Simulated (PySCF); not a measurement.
# C6H5F: a tour of settings

Aim: see how C6H5F (`F[C@]12C=C[C@H]1C=C2`) answers to the choice of functional, basis, grid and SCF options.

Computed with PySCF 2.14.0, with density-fitted response routines of our own, on a single molecule, in the gas phase or a continuum. Atoms count from 0, in the outputs and in this text.

## 1. The molecule as given

12 atoms, charge 0, multiplicity 1; geometry from: GFN2-xTB.

Bonds of the start (Å): F0–C1 1.36, C1–C2 1.52, C2–C3 1.33, C3–C4 1.52, C4–C5 1.52, C5–C6 1.33, C4–C1 1.56, C6–C1 1.52, C2–H7 1.07, C3–H8 1.07, C4–H9 1.08, C5–H10 1.07, C6–H11 1.07.

## 2. Excited states and response: PBE0/6-311+G(2d,p) in water

Job settings and geometry (Å):

```
{"job": {"kind": "uv", "xc": "PBE0", "basis": "6-311+G(2d,p)", "solvent": "water", "nstates": 3, "ntriplets": 0, "tda": false, "scf": {"guess": "sap"}}, "charge": 0, "multiplicity": 1}
F     -1.680068     0.404747    -1.429047
C     -0.752695     0.286908    -0.436690
C      0.208389     1.436334    -0.210740
C      1.286901     0.659503    -0.261594
C      0.512722    -0.616870    -0.522272
C     -0.023697    -1.270724     0.735204
C     -1.116064    -0.514342     0.797057
H      0.020796     2.477494    -0.034984
H      2.336608     0.819250    -0.108605
H      0.757345    -1.227029    -1.381355
H      0.402412    -2.029160     1.363182
H     -1.951450    -0.426798     1.463818
```

Level: TDDFT PBE0/6-311+G(2d,p), vertical, IEF-PCM water (non-equilibrium linear response), core orbitals frozen in the response.

Run with:

```sh
> OMP_NUM_THREADS=1 python probes_run.py task.json out
```

The driver reads the jobs from task.json and runs them one after another.

What it wrote:

```text
final grid: 105712 points
cycle   1  E = -305.8759211427  dE =  2.029e+01  |g| = 7.676e+00  |ddm| = 2.121e+03
cycle   2  E = -277.8332333546  dE =  2.804e+01  |g| = 1.240e+01  |ddm| = 2.090e+03
cycle   3  E = -328.2771664033  dE = -5.044e+01  |g| = 3.275e+00  |ddm| = 4.737e+01
cycle   4  E = -329.6348500149  dE = -1.358e+00  |g| = 2.544e+00  |ddm| = 6.484e+00
cycle   5  E = -330.9453580814  dE = -1.311e+00  |g| = 7.520e-01  |ddm| = 3.109e+00
cycle   6  E = -331.0182038568  dE = -7.285e-02  |g| = 5.266e-01  |ddm| = 2.171e+00
cycle   7  E = -331.0814043157  dE = -6.320e-02  |g| = 1.326e-01  |ddm| = 7.131e-01
cycle   8  E = -331.0837105694  dE = -2.306e-03  |g| = 4.258e-02  |ddm| = 2.339e-01
cycle   9  E = -331.0840866782  dE = -3.761e-04  |g| = 8.150e-03  |ddm| = 8.235e-02
cycle  10  E = -331.0841004461  dE = -1.377e-05  |g| = 1.037e-03  |ddm| = 1.772e-02
cycle  11  E = -331.0841006718  dE = -2.258e-07  |g| = 2.659e-04  |ddm| = 3.565e-03
cycle  12  E = -331.0841006864  dE = -1.462e-08  |g| = 1.059e-04  |ddm| = 4.409e-04
cycle  13  E = -331.0841006887  dE = -2.226e-09  |g| = 3.076e-05  |ddm| = 1.213e-04
cycle  14  E = -331.0841006889  dE = -1.947e-10  |g| = 1.090e-05  |ddm| = 7.407e-05
converged SCF energy = -331.0841006889

Static polarisability (au): isotropic 82.834, principal 68.497 85.376 94.628

Singlet excitations
state   eV       nm        f      main configurations
  1   5.1041    242.9   0.00006   H->L 0.98
  2   5.2846    234.6   0.02069   H-1->L 0.94
  3   6.2785    197.5   0.01524   H-2->L 0.98
```

Run time: 22 s. Hardware: 1 thread of Arm Neoverse V2, shared host; peak memory 0.91 GiB.

Frontier orbitals and where they lie:

| orbital | eV | atoms |
| --- | --- | --- |
| HOMO−3 | -9.22 | C4 20 %, C1 15 %, C6 14 % |
| HOMO−2 | -8.77 | C1 19 %, F0 14 %, C2 13 % |
| HOMO−1 | -7.60 | C4 20 %, C1 16 %, C2 14 % |
| HOMO | -7.23 | C5 23 %, C6 23 %, C3 23 % |
| LUMO | -0.94 | C3 22 %, C5 22 %, C6 18 % |
| LUMO+1 | 0.67 | C2 18 %, C6 18 %, C5 16 % |
| LUMO+2 | 0.70 | C3 22 %, C5 22 %, C6 21 % |

With each of the 3 states as a Gaussian band of 0.4 eV half-width at 1/e, the curve within the window shown has maxima at 234 nm (ε 840), 197 nm (ε 620) L/(mol cm). Beyond the last state computed it falls off for lack of states. The curve at chosen wavelengths:

```tsv
nm	ε (L/mol/cm)
188	352
191	484
195	602
198	616
202	541
205	450
209	343
212	307
216	339
219	417
222	526
226	680
229	774
233	838
236	832
240	758
243	668
246	562
250	418
253	321
257	213
260	151
264	91
267	61
271	34
274	21
```

Ground-state properties from the same run:

| property | computed |
| --- | --- |
| dipole moment (D) | 2.69 |
| polarisability (Å³) | 12.27 |
| HOMO–LUMO gap (eV) | 6.28 |
| −ε(HOMO) (eV) | 7.23 |

## 3. Shielding tensors: KT2/pcseg-1

The job, as its differences from that of step 2:

```diff
@@ -1,2 +1,2 @@
-{"job": {"kind": "uv", "xc": "PBE0", "basis": "6-311+G(2d,p)", "solvent": "water", "nstates": 3, "ntriplets": 0, "tda": false, "scf": {"guess": "sap"}}, "charge": 0, "multiplicity": 1}
+{"job": {"kind": "nmr", "xc": "KT2", "basis": "pcseg-1", "pop": false, "gauge": [2, 0, 0], "scf": {"max_cycle": 83}}, "charge": 0, "multiplicity": 1}
 F     -1.680068     0.404747    -1.429047
```

Level: common gauge origin KT2/pcseg-1 NMR shielding, non-relativistic, gas phase.

What it wrote:

```text
final grid: 105712 points
cycle   1  E = -336.6782863973  dE =  1.148e+00  |g| = 5.831e-01  |ddm| = 3.771e+00
cycle   2  E = -336.5972011581  dE =  8.109e-02  |g| = 9.019e-01  |ddm| = 1.593e+00
cycle   3  E = -336.7488034881  dE = -1.516e-01  |g| = 1.184e-01  |ddm| = 1.011e+00
cycle   4  E = -336.7516090116  dE = -2.806e-03  |g| = 3.376e-02  |ddm| = 1.525e-01
cycle   5  E = -336.7518128450  dE = -2.038e-04  |g| = 1.419e-02  |ddm| = 5.083e-02
cycle   6  E = -336.7518563266  dE = -4.348e-05  |g| = 6.785e-03  |ddm| = 2.052e-02
cycle   7  E = -336.7518681646  dE = -1.184e-05  |g| = 1.745e-03  |ddm| = 8.696e-03
cycle   8  E = -336.7518689094  dE = -7.448e-07  |g| = 2.886e-04  |ddm| = 2.182e-03
cycle   9  E = -336.7518689313  dE = -2.190e-08  |g| = 3.384e-05  |ddm| = 4.753e-04
cycle  10  E = -336.7518689316  dE = -2.788e-10  |g| = 8.942e-06  |ddm| = 6.932e-05
converged SCF energy = -336.7518689316

GIAO shielding tensors (ppm)
atom      isotropic    diamagn.    paramagn.     s11        s22        s33       span
  0 F      323.158     400.205     -77.047    284.313    317.717    367.443     83.130
  1 C      153.994     453.250    -299.256    143.186    149.892    168.904     25.718
  2 C       94.013     382.498    -288.485    -14.223     95.924    200.339    214.562
  3 C      109.088     495.670    -386.583    -32.342    105.680    253.925    286.267
  4 C      195.658     496.730    -301.072    163.802    208.593    214.580     50.778
  5 C       84.118     406.066    -321.948    -39.204     69.252    222.306    261.509
  6 C       68.174     285.295    -217.121    -18.275     60.983    161.814    180.089
  7 H        7.332     -21.349      28.682    -48.176     -1.195     71.368    119.544
  8 H       71.039     160.044     -89.005     30.390     88.993     93.734     63.343
  9 H       55.561     101.434     -45.872     10.592     58.118     97.975     87.383
 10 H       33.582      49.085     -15.503    -21.351     36.653     85.444    106.795
 11 H      -33.834    -141.900     108.065    -92.260    -63.719     54.475    146.735
```

Run time: 8.3 s. Hardware: 1 thread of Arm Neoverse V2, shared host; peak memory 0.48 GiB.

It converged, yet the result is unsound: a common gauge origin replaces GIAOs, so the shieldings depend on where the origin lies.

## 4. Nuclear shieldings: HF/aug-pcSseg-1

The job, as its differences from that of step 3:

```diff
@@ -1,2 +1,2 @@
-{"job": {"kind": "nmr", "xc": "KT2", "basis": "pcseg-1", "pop": false, "gauge": [2, 0, 0], "scf": {"max_cycle": 83}}, "charge": 0, "multiplicity": 1}
+{"job": {"kind": "nmr", "xc": "HF", "basis": "aug-pcSseg-1", "pop": true, "grid": 3}, "charge": 0, "multiplicity": 1}
 F     -1.680068     0.404747    -1.429047
```

Method: GIAO HF/aug-pcSseg-1 NMR shielding, non-relativistic, gas phase.

What it wrote:

```text
final grid: 148016 points
cycle   1  E = -329.2665458605  dE =  2.240e+00  |g| = 6.062e-01  |ddm| = 7.076e+00
cycle   2  E = -329.3547627324  dE = -8.822e-02  |g| = 3.286e-01  |ddm| = 1.747e+00
cycle   3  E = -329.3736182919  dE = -1.886e-02  |g| = 8.458e-02  |ddm| = 6.920e-01
cycle   4  E = -329.3757818543  dE = -2.164e-03  |g| = 1.300e-02  |ddm| = 2.703e-01
cycle   5  E = -329.3758515340  dE = -6.968e-05  |g| = 4.476e-03  |ddm| = 5.771e-02
cycle   6  E = -329.3758595093  dE = -7.975e-06  |g| = 1.478e-03  |ddm| = 2.482e-02
cycle   7  E = -329.3758608977  dE = -1.388e-06  |g| = 5.881e-04  |ddm| = 1.024e-02
cycle   8  E = -329.3758610564  dE = -1.587e-07  |g| = 2.015e-04  |ddm| = 2.711e-03
cycle   9  E = -329.3758610874  dE = -3.095e-08  |g| = 6.120e-05  |ddm| = 1.277e-03
cycle  10  E = -329.3758610901  dE = -2.771e-09  |g| = 2.265e-05  |ddm| = 4.906e-04
cycle  11  E = -329.3758610905  dE = -3.565e-10  |g| = 8.471e-06  |ddm| = 1.534e-04
converged SCF energy = -329.3758610905

GIAO shielding tensors (ppm)
atom      isotropic    diamagn.    paramagn.     s11        s22        s33       span
  0 F      406.007     464.128     -58.122    358.604    405.902    453.513     94.909
  1 C       97.640     202.795    -105.155     82.002     82.448    128.471     46.469
  2 C       38.764     236.854    -198.090    -87.487     47.982    155.798    243.285
  3 C       32.249     234.222    -201.973   -111.934     37.664    171.016    282.950
  4 C      138.082     224.640     -86.558    121.654    146.000    146.593     24.939
  5 C       32.257     234.242    -201.986   -111.986     37.690    171.066    283.053
  6 C       38.747     236.861    -198.114    -87.464     47.989    155.717    243.182
  7 H       25.270      28.884      -3.615     23.766     25.202     26.842      3.075
  8 H       24.907      29.949      -5.042     22.044     25.378     27.300      5.257
  9 H       28.079      24.364       3.715     26.959     27.034     30.243      3.284
 10 H       24.903      29.935      -5.032     22.037     25.375     27.298      5.260
 11 H       25.271      28.867      -3.596     23.771     25.200     26.842      3.071
```

Wall time 10 s (1 thread of Arm Neoverse V2, shared host); peak memory 0.77 GiB.

Shifts follow as δ = σ(reference) − σ, with reference shieldings (ppm) from runs at the same level and on the same kind of geometry: 1H TMS 32.09, 13C TMS 193.8, 19F CFCl3 234.9. The references are single molecules in the gas phase, so shifts against H2O, NH3, PH3, H3PO4 or CFCl3 are not on the usual liquid scales and can be off by tens of ppm. Atoms listed in one row are averaged.

| atoms | environment | σ (ppm) | δ (ppm) |
| --- | --- | --- | --- |
| C3, C5 | alkene CH | 32.3 | 161.6 |
| C2, C6 | alkene CH | 38.8 | 155.1 |
| C1 | allylic fully substituted sp3 carbon bonded to F | 97.6 | 96.2 |
| C4 | allylic sp3 CH | 138.1 | 55.7 |
| H8, H10 | hydrogen on an alkene CH | 24.91 | 7.18 |
| H7, H11 | hydrogen on an alkene CH | 25.27 | 6.82 |
| H9 | hydrogen on an allylic sp3 CH | 28.08 | 4.01 |
| F0 | fluorine on an sp3 carbon | 406.0 | -171.1 |

The run also stored atomic charges by several schemes (e):

| atoms | IAO | Hirshfeld | ESP fit |
| --- | --- | --- | --- |
| F0 | -0.36 | -0.14 | -0.35 |
| C1 | 0.36 | 0.08 | 0.67 |
| C2, C6 | -0.17 | -0.06 | -0.42 |
| C3, C5 | -0.13 | -0.04 | -0.22 |
| C4 | -0.11 | -0.05 | 0.07 |

Mulliken charges and Mayer bond orders break down with diffuse functions, so they are left out here.

With diffuse functions Mulliken charges and Mayer bond orders lose their meaning; the other schemes are steadier.

Ring of atoms C1, C2, C3, C4: NICS(0) 0.2, NICS(1) -0.7, NICS(1)zz 2.1 ppm (means of both faces).

The two faces differ (NICS(1)zz 4.9 and -0.6 ppm).

Ring of atoms C1, C4, C5, C6: NICS(0) 0.2, NICS(1) -0.7, NICS(1)zz 2.1 ppm (means of both faces).

The two faces differ (NICS(1)zz 4.9 and -0.6 ppm).

## 5. Nuclear shieldings: WP04/pcSseg-1

The job, as its differences from that of step 4:

```diff
@@ -1,2 +1,2 @@
-{"job": {"kind": "nmr", "xc": "HF", "basis": "aug-pcSseg-1", "pop": true, "grid": 3}, "charge": 0, "multiplicity": 1}
+{"job": {"kind": "nmr", "xc": "WP04", "basis": "pcSseg-1", "pop": false, "grid": 4, "scf": {"aux": "def2-qzvpp-jkfit"}}, "charge": 0, "multiplicity": 1}
 F     -1.680068     0.404747    -1.429047
```

Level: GIAO WP04/pcSseg-1 NMR shielding, non-relativistic, gas phase.

What it wrote:

```text
final grid: 279024 points
cycle   1  E = -338.5856362767  dE =  1.198e+00  |g| = 8.290e-01  |ddm| = 3.313e+00
cycle   2  E = -338.5017142593  dE =  8.392e-02  |g| = 1.129e+00  |ddm| = 1.527e+00
cycle   3  E = -338.7063094050  dE = -2.046e-01  |g| = 1.420e-01  |ddm| = 9.355e-01
cycle   4  E = -338.7100075648  dE = -3.698e-03  |g| = 3.838e-02  |ddm| = 1.370e-01
cycle   5  E = -338.7102631382  dE = -2.556e-04  |g| = 1.763e-02  |ddm| = 4.448e-02
cycle   6  E = -338.7103303156  dE = -6.718e-05  |g| = 7.147e-03  |ddm| = 1.818e-02
cycle   7  E = -338.7103427736  dE = -1.246e-05  |g| = 1.601e-03  |ddm| = 6.642e-03
cycle   8  E = -338.7103433531  dE = -5.795e-07  |g| = 2.898e-04  |ddm| = 1.544e-03
cycle   9  E = -338.7103433726  dE = -1.952e-08  |g| = 5.660e-05  |ddm| = 3.459e-04
cycle  10  E = -338.7103433733  dE = -6.982e-10  |g| = 1.634e-05  |ddm| = 7.955e-05
converged SCF energy = -338.7103433733

GIAO shielding tensors (ppm)
atom      isotropic    diamagn.    paramagn.     s11        s22        s33       span
  0 F      369.440     474.356    -104.916    332.847    353.896    421.577     88.730
  1 C       65.807     242.912    -177.106     45.997     48.651    102.772     56.775
  2 C       24.806     254.160    -229.353    -81.224     22.307    133.337    214.561
  3 C       18.998     253.356    -234.358   -107.101     14.840    149.255    256.355
  4 C      111.143     252.713    -141.570     89.659    121.214    122.557     32.898
  5 C       19.011     253.363    -234.352   -107.148     14.874    149.305    256.453
  6 C       24.779     254.154    -229.375    -81.209     22.295    133.252    214.461
  7 H       25.490      31.737      -6.248     24.295     25.774     26.399      2.104
  8 H       25.176      31.526      -6.350     22.502     25.917     27.109      4.607
  9 H       27.897      30.274      -2.377     27.296     27.308     29.089      1.793
 10 H       25.173      31.522      -6.349     22.497     25.914     27.108      4.611
 11 H       25.490      31.735      -6.245     24.299     25.772     26.398      2.099
```

It took 22 s on 1 thread of Arm Neoverse V2, shared host; peak memory 0.7 GiB.

This run: δ C3 156.1, C2 150.3, C1 109.3, C4 64.0, H8 6.82, H7 6.51 ppm (means over like atoms).

## 6. NMR shieldings: B3LYP/pcSseg-1

The job, as its differences from that of step 5:

```diff
@@ -1,2 +1,2 @@
-{"job": {"kind": "nmr", "xc": "WP04", "basis": "pcSseg-1", "pop": false, "grid": 4, "scf": {"aux": "def2-qzvpp-jkfit"}}, "charge": 0, "multiplicity": 1}
+{"job": {"kind": "nmr", "xc": "B3LYP", "basis": "pcSseg-1", "pop": false, "scf": {"level_shift": 2.0, "max_cycle": 62}}, "charge": 0, "multiplicity": 1}
 F     -1.680068     0.404747    -1.429047
```

Level: GIAO B3LYP/pcSseg-1 NMR shielding, non-relativistic, gas phase.

What it wrote:

```text
final grid: 105712 points
cycle   1  E = -331.0289170748  dE =  1.520e+00  |g| = 1.058e+00  |ddm| = 3.138e+00
cycle   2  E = -331.2428685756  dE = -2.140e-01  |g| = 4.234e-01  |ddm| = 4.532e-01
cycle   3  E = -331.2839041945  dE = -4.104e-02  |g| = 2.561e-01  |ddm| = 2.186e-01
cycle   4  E = -331.3003641004  dE = -1.646e-02  |g| = 1.780e-01  |ddm| = 1.568e-01
cycle   5  E = -331.3087765973  dE = -8.412e-03  |g| = 1.249e-01  |ddm| = 1.207e-01
cycle   6  E = -331.3130177581  dE = -4.241e-03  |g| = 9.003e-02  |ddm| = 1.013e-01
cycle   7  E = -331.3152402358  dE = -2.222e-03  |g| = 6.720e-02  |ddm| = 8.291e-02
cycle   8  E = -331.3164858942  dE = -1.246e-03  |g| = 5.047e-02  |ddm| = 6.770e-02
cycle   9  E = -331.3171936230  dE = -7.077e-04  |g| = 3.789e-02  |ddm| = 5.347e-02
cycle  10  E = -331.3175985013  dE = -4.049e-04  |g| = 2.894e-02  |ddm| = 4.149e-02
cycle  11  E = -331.3178321376  dE = -2.336e-04  |g| = 2.278e-02  |ddm| = 3.183e-02
cycle  12  E = -331.3179746342  dE = -1.425e-04  |g| = 1.783e-02  |ddm| = 2.447e-02
cycle  13  E = -331.3180629266  dE = -8.829e-05  |g| = 1.393e-02  |ddm| = 1.882e-02
cycle  14  E = -331.3181166131  dE = -5.369e-05  |g| = 1.100e-02  |ddm| = 1.433e-02
cycle  15  E = -331.3181501112  dE = -3.350e-05  |g| = 8.857e-03  |ddm| = 1.103e-02
cycle  16  E = -331.3181717539  dE = -2.164e-05  |g| = 7.108e-03  |ddm| = 8.542e-03
cycle  17  E = -331.3181856304  dE = -1.388e-05  |g| = 5.725e-03  |ddm| = 6.610e-03
cycle  18  E = -331.3181946856  dE = -9.055e-06  |g| = 4.661e-03  |ddm| = 5.151e-03
cycle  19  E = -331.3182007092  dE = -6.024e-06  |g| = 3.793e-03  |ddm| = 4.056e-03
cycle  20  E = -331.3182046942  dE = -3.985e-06  |g| = 3.144e-03  |ddm| = 3.199e-03
cycle  21  E = -331.3182074411  dE = -2.747e-06  |g| = 2.585e-03  |ddm| = 2.555e-03
cycle  22  E = -331.3182093064  dE = -1.865e-06  |g| = 2.147e-03  |ddm| = 2.046e-03
cycle  23  E = -331.3182105962  dE = -1.290e-06  |g| = 1.787e-03  |ddm| = 1.646e-03
cycle  24  E = -331.3182114867  dE = -8.906e-07  |g| = 1.506e-03  |ddm| = 1.334e-03
cycle  25  E = -331.3182121189  dE = -6.321e-07  |g| = 1.266e-03  |ddm| = 1.093e-03
cycle  26  E = -331.3182125650  dE = -4.461e-07  |g| = 1.070e-03  |ddm| = 8.951e-04
cycle  27  E = -331.3182128826  dE = -3.176e-07  |g| = 9.058e-04  |ddm| = 7.369e-04
cycle  28  E = -331.3182131087  dE = -2.261e-07  |g| = 7.724e-04  |ddm| = 6.096e-04
cycle  29  E = -331.3182132730  dE = -1.643e-07  |g| = 6.569e-04  |ddm| = 5.073e-04
cycle  30  E = -331.3182133908  dE = -1.178e-07  |g| = 5.637e-04  |ddm| = 4.221e-04
cycle  31  E = -331.3182134768  dE = -8.599e-08  |g| = 4.829e-04  |ddm| = 3.534e-04
cycle  32  E = -331.3182135398  dE = -6.300e-08  |g| = 4.133e-04  |ddm| = 2.964e-04
cycle  33  E = -331.3182135856  dE = -4.581e-08  |g| = 3.555e-04  |ddm| = 2.485e-04
cycle  34  E = -331.3182136193  dE = -3.376e-08  |g| = 3.061e-04  |ddm| = 2.096e-04
cycle  35  E = -331.3182136442  dE = -2.481e-08  |g| = 2.643e-04  |ddm| = 1.770e-04
cycle  36  E = -331.3182136625  dE = -1.838e-08  |g| = 2.279e-04  |ddm| = 1.497e-04
cycle  37  E = -331.3182136761  dE = -1.353e-08  |g| = 1.973e-04  |ddm| = 1.266e-04
cycle  38  E = -331.3182136862  dE = -1.011e-08  |g| = 1.702e-04  |ddm| = 1.077e-04
cycle  39  E = -331.3182136937  dE = -7.494e-09  |g| = 1.471e-04  |ddm| = 9.128e-05
cycle  40  E = -331.3182136992  dE = -5.528e-09  |g| = 1.279e-04  |ddm| = 7.740e-05
cycle  41  E = -331.3182137033  dE = -4.146e-09  |g| = 1.108e-04  |ddm| = 6.614e-05
cycle  42  E = -331.3182137064  dE = -3.089e-09  |g| = 9.597e-05  |ddm| = 5.636e-05
cycle  43  E = -331.3182137087  dE = -2.311e-09  |g| = 8.330e-05  |ddm| = 4.808e-05
cycle  44  E = -331.3182137105  dE = -1.740e-09  |g| = 7.210e-05  |ddm| = 4.112e-05
cycle  45  E = -331.3182137118  dE = -1.298e-09  |g| = 6.248e-05  |ddm| = 3.517e-05
cycle  46  E = -331.3182137128  dE = -9.711e-10  |g| = 5.407e-05  |ddm| = 3.007e-05
cycle  47  E = -331.3182137135  dE = -7.270e-10  |g| = 4.691e-05  |ddm| = 2.576e-05
cycle  48  E = -331.3182137140  dE = -5.432e-10  |g| = 4.081e-05  |ddm| = 2.205e-05
cycle  49  E = -331.3182137144  dE = -4.085e-10  |g| = 3.542e-05  |ddm| = 1.894e-05
cycle  50  E = -331.3182137147  dE = -3.073e-10  |g| = 3.082e-05  |ddm| = 1.625e-05
level shift removed, Fock matrix diagonalised once more
converged SCF energy = -331.3182137147

GIAO shielding tensors (ppm)
atom      isotropic    diamagn.    paramagn.     s11        s22        s33       span
  0 F      371.883     471.295     -99.412    324.234    359.823    431.593    107.358
  1 C       74.180     240.225    -166.045     54.842     58.112    109.586     54.744
  2 C       29.188     253.247    -224.058    -78.514     24.239    141.841    220.355
  3 C       22.962     252.164    -229.202   -106.670     17.076    158.480    265.150
  4 C      118.704     251.532    -132.828     98.293    127.027    130.793     32.500
  5 C       22.977     252.171    -229.194   -106.713     17.114    158.530    265.244
  6 C       29.168     253.243    -224.076    -78.485     24.228    141.760    220.245
  7 H       25.068      31.340      -6.272     23.746     25.516     25.942      2.196
  8 H       24.705      31.124      -6.418     21.829     25.475     26.812      4.983
  9 H       27.667      30.141      -2.474     27.113     27.128     28.759      1.646
 10 H       24.702      31.120      -6.418     21.824     25.471     26.811      4.987
 11 H       25.068      31.338      -6.269     23.752     25.513     25.940      2.188
```

Run time: 28 s. Hardware: 1 thread of Arm Neoverse V2, shared host; peak memory 0.67 GiB.

Despite a large level shift, the SCF converged in 50 cycles.

In short: δ C3 158.9, C2 152.7, C1 107.7, C4 63.2, H8 7.12, H7 6.76 ppm (means over like atoms).

## 7. Run by run: NMR shifts

Shifts (ppm) of some atoms, chosen among heavy atoms and hydrogens apart, means over like atoms, with basis size and wall time:

| run | C3 | C2 | C1 | C4 | H8 | H7 | F0 | functions | time |
| --- | --- | --- | --- | --- | --- | --- | --- | --- | --- |
| HF/aug-pcSseg-1 | 161.6 | 155.1 | 96.2 | 55.7 | 7.18 | 6.82 | -171.1 | 227 | 10 s |
| WP04/pcSseg-1 | 156.1 | 150.3 | 109.3 | 64.0 | 6.82 | 6.51 | -199.2 | 144 | 22 s |
| B3LYP/pcSseg-1 | 158.9 | 152.7 | 107.7 | 63.2 | 7.12 | 6.76 | -206.4 | 144 | 28 s |

## 8. What came out

| quantity | value |
| --- | --- |
| lowest singlet (PBE0/6-311+G(2d,p)) | 5.10 eV (243 nm), f = 0.000 |
| brightest single state of those computed | state 2, 5.28 eV, f = 0.021 |
| 13C shifts against TMS (HF/aug-pcSseg-1, means over atoms taken as alike) | 161.6, 155.1, 96.2, 55.7 ppm |
| 1H shifts against TMS (HF/aug-pcSseg-1, means over atoms taken as alike) | 7.18, 6.82, 4.01 ppm |
| 19F shifts against CFCl3 (HF/aug-pcSseg-1) | -171.1 ppm |
| range of the shift of F0 | -206.4 to -171.1 ppm |
| property runs in this session | 5, of which 0 failed and 1 gave unsound results |

**Reading.** Single values in the summary come from the first run of each kind that ended normally (PBE0/6-311+G(2d,p); HF/aug-pcSseg-1), which need not be the best level. The lowest singlet, at 5.10 eV, is HOMO→LUMO 0.98 and is dark; of the 3 states computed, the strongest absorption comes from state 2 at 5.28 eV. At HF/aug-pcSseg-1: The largest span, 283 ppm, is at C3, C5, where the paramagnetic term is -202 ppm. In ppm, F0 moves most: its shift spreads over 35.2 ppm, from -206.4 (B3LYP/pcSseg-1) to -171.1 (HF/aug-pcSseg-1).
